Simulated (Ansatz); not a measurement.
# CH₄ISi+ (SMILES [SiH3][CH+]I): functionals against CCSD(T) at one geometry

An exercise on one series of results from a longer session: the logs are not shown, and one member is left open.

Computed with Ansatz 0.2.0, Gaussian basis. Level: single points in def2-TZVPP.

Correlated methods freeze the cores. Filled d shells of the heavier atoms are correlated. Core potentials replace the inner electrons past krypton, and spin-orbit coupling is left out.

**Starting geometry**

7 atoms, charge 1, spin multiplicity 1.

Atoms are counted from 1 here; the program's logs count them from 0.

Bond lengths: Si1–C2 1.888 Å, Si1–H4 1.414 Å, Si1–H5 1.546 Å, Si1–H6 1.490 Å, C2–I3 2.045 Å, C2–H7 1.112 Å. Angles: C2–Si1–H4 98.8°, C2–Si1–H5 99.3°, C2–Si1–H6 109.8°, H4–Si1–H5 110.8°, H4–Si1–H6 113.5°, H5–Si1–H6 121.2°, Si1–C2–I3 128.4°, Si1–C2–H7 118.3°, I3–C2–H7 113.2°.

Geometry (Å):

```xyz
7
CH4ISi
Si   -0.7273    0.5458   -0.1915
C     0.7559   -0.5967    0.0504
I     1.8414   -0.9263    1.7516
H    -1.6587   -0.4066   -0.6669
H    -0.1876    1.4142   -1.3517
H    -1.1144    1.1549    1.1125
H     1.1583   -1.1339   -0.8360
```

Set-up of the first run:

Contents of run/in.yaml:

```yaml
crystal:
  periodic: [false, false, false]
  atoms:
    - {symbol: Si, position_ang: [-0.727300, 0.545800, -0.191500]}
    - {symbol: C, position_ang: [0.755900, -0.596700, 0.050400]}
    - {symbol: I, position_ang: [1.841400, -0.926300, 1.751600]}
    - {symbol: H, position_ang: [-1.658700, -0.406600, -0.666900]}
    - {symbol: H, position_ang: [-0.187600, 1.414200, -1.351700]}
    - {symbol: H, position_ang: [-1.114400, 1.154900, 1.112500]}
    - {symbol: H, position_ang: [1.158300, -1.133900, -0.836000]}
basis:
  gaussian: {orbitals: def2-TZVPP}
total_charge: 1
correlation: {method: ccsd_t}
output: {forces: true}
```

No record of the launch command was kept for these runs.

Among the steps run: CCSD(T)/def2-TZVPP; PBE0-D4/def2-TZVPP; wB97M-V/def2-TZVPP; r2SCAN-D4/def2-TZVPP; PBE-D4/def2-TZVPP; BLYP-D4/def2-TZVPP; BHLYP-D4/def2-TZVPP.

One of the session's tables, all rows but one given; the rest of the session is left out.

```
   method  RMS force component (eV/Å)  angle to CCSD(T) forces (°)
  CCSD(T)                       0.781                    reference
  PBE0-D4                           ?                            ?
  wB97M-V                       0.821                          5.3
r2SCAN-D4                       0.698                         16.2
   PBE-D4                       0.669                         22.1
  BLYP-D4                       0.607                         21.9
 BHLYP-D4                       0.814                          7.6
```

**Question.** Estimate the row for PBE0-D4.

As computed: RMS force component (eV/Å): 0.765; angle to CCSD(T) forces (°): 10.9. In the column «RMS force component (eV/Å)» it lies between r2SCAN-D4 (0.698) and CCSD(T) (0.781).
